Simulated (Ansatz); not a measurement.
# CHClFNSi: one species, many methods

Aim: compute CHClFNSi with functionals from several rungs and with coupled cluster, and see how far each lands from CCSD(T) at the basis-set limit for the atomisation energy.

Computed with Ansatz 0.2.0, Gaussian basis. Level: functionals in def2-TZVPP, the program's frozen cores in correlated methods.

Levels to be run: LDA (SPW92), PBE-D4, revPBE-D4, BLYP-D4, r2SCAN-D4, B97M-V, PBE0-D4, B3LYP-D4, r2SCANh-D4, r2SCAN0-D4, HSE06-D4, BHLYP-D4, CAM-B3LYP-D4, LC-ωPBE, ωB97X-V, ωB97M-V, B2PLYP, PBE-QIDH; CCSD(T)/def2-SVP; CCSD(T)/def2-TZVPP; MP2/def2-QZVPP; extrapolation to the limit; RPA on PBE.

## Step 1: Structure used throughout

All runs share one geometry, relaxed beforehand with PBE0-D4 in a triple-zeta def2 set.

SMILES `N#C[SiH](F)Cl`, 6 atoms, charge 0, spin multiplicity 1.

Atoms are counted from 1 here; the program's logs count them from 0.

Bond lengths: N1–C2 1.151 Å, C2–Si3 1.839 Å, Si3–F4 1.579 Å, Si3–Cl5 2.016 Å, Si3–H6 1.467 Å. Angles: N1–C2–Si3 178.0°, C2–Si3–F4 107.1°, C2–Si3–Cl5 108.2°, C2–Si3–H6 110.3°, F4–Si3–Cl5 110.0°, F4–Si3–H6 110.0°, Cl5–Si3–H6 111.2°.

As a file:

```mol
CHClFNSi
  3D, bonds by distance, orders not assigned

  6  5  0  0  0  0  0  0  0  0999 V2000
   -1.9778    0.3087    1.4001 N   0  0
   -1.0433    0.1912    0.7383 C   0  0
    0.4119   -0.0014   -0.3702 Si  0  0
    1.4927    1.0500    0.0975 F   0  0
    1.1302   -1.8723   -0.1494 Cl  0  0
    0.0284    0.2598   -1.7624 H   0  0
  1  2  8  0
  2  3  8  0
  3  4  8  0
  3  5  8  0
  3  6  8  0
M  END
```

## Step 2: LDA

This LDA is Slater exchange with PW92 correlation.

Contents of in.yaml:

```yaml
crystal:
  periodic: [false, false, false]
  atoms:
    - {symbol: N, position_ang: [-1.977844, 0.308718, 1.400080]}
    - {symbol: C, position_ang: [-1.043271, 0.191169, 0.738257]}
    - {symbol: Si, position_ang: [0.411879, -0.001399, -0.370209]}
    - {symbol: F, position_ang: [1.492729, 1.049959, 0.097523]}
    - {symbol: Cl, position_ang: [1.130197, -1.872349, -0.149373]}
    - {symbol: H, position_ang: [0.028409, 0.259804, -1.762379]}
basis:
  gaussian: {orbitals: def2-TZVPP}
hamiltonian: {xc: lda}
output: {orbitals: {seedname: orbitals}}
```

Further steps of the session: PBE-D4 (GGA); revPBE-D4 (GGA); BLYP-D4 (GGA); r2SCAN-D4 (meta-GGA); B97M-V (meta-GGA); PBE0-D4 (hybrid); B3LYP-D4 (hybrid); r2SCANh-D4 (hybrid); r2SCAN0-D4 (hybrid); HSE06-D4 (hybrid); BHLYP-D4 (hybrid); CAM-B3LYP-D4 (range-separated); LC-ωPBE-D4 (range-separated); ωB97X-V (range-separated); ωB97M-V (range-separated); B2PLYP (double hybrid); PBE-QIDH (double hybrid); CCSD(T) in def2-SVP; CCSD(T) in def2-TZVPP; MP2 in def2-QZVPP; RPA on PBE orbitals.

**Question.** What will the summary of the whole plan be? Wanted: atomisation energy, CCSD(T)/CBS; farthest beyond LDA; mean size of error, GGA; mean size of error, meta-GGA; mean size of error, hybrid; mean size of error, range-separated; mean size of error, double hybrid; gap, smallest and largest; T1 diagnostic.

As calculated:

| quantity | value |
| --- | --- |
| atomisation energy, CCSD(T)/CBS | 2532.5 kJ/mol |
| functionals within 12.7 kJ/mol (0.5 %) | revPBE-D4, BLYP-D4, r2SCAN-D4, B97M-V, CAM-B3LYP-D4, ωB97X-V, ωB97M-V |
| farthest beyond LDA | BHLYP-D4 (-131.8 kJ/mol) |
| mean size of error, GGA | 29.6 kJ/mol |
| mean size of error, meta-GGA | 6.0 kJ/mol |
| mean size of error, hybrid | 51.8 kJ/mol |
| mean size of error, range-separated | 10.9 kJ/mol |
| mean size of error, double hybrid | 27.1 kJ/mol |
| gap, smallest and largest | 6.06 eV (LDA (SPW92)), 13.82 eV (LC-ωPBE) |
| T1 diagnostic | 0.0122 |
| triples share of the correlation energy | 4.1 % |

What this shows: The LDA atomisation energy is off by 378.6 kJ/mol (15 %): it overbinds. PBE-D4 misses by +68.8 kJ/mol. Double hybrids carry the basis error of their MP2 part in triple zeta, and no dispersion term here, so their miss is partly the set-up's. The rungs meta-GGA, range-separated miss on average by less than the doubt on the reference (12.7 kJ/mol), so they tie; hybrid functionals have the largest mean beyond LDA (51.8 kJ/mol), BHLYP with half exact exchange included. The reference freezes the cores and leaves out relativity and excitations past (T), so misses under about 12.7 kJ/mol can't be ranked. Hartree-Fock recovers 69 % of the binding; the rest is correlation. CCSD(T) in def2-SVP is off by -206.4 kJ/mol, which most functionals beat. The gap grows from 6.1 to 13.8 eV across the functionals, mostly with the share of exact exchange.
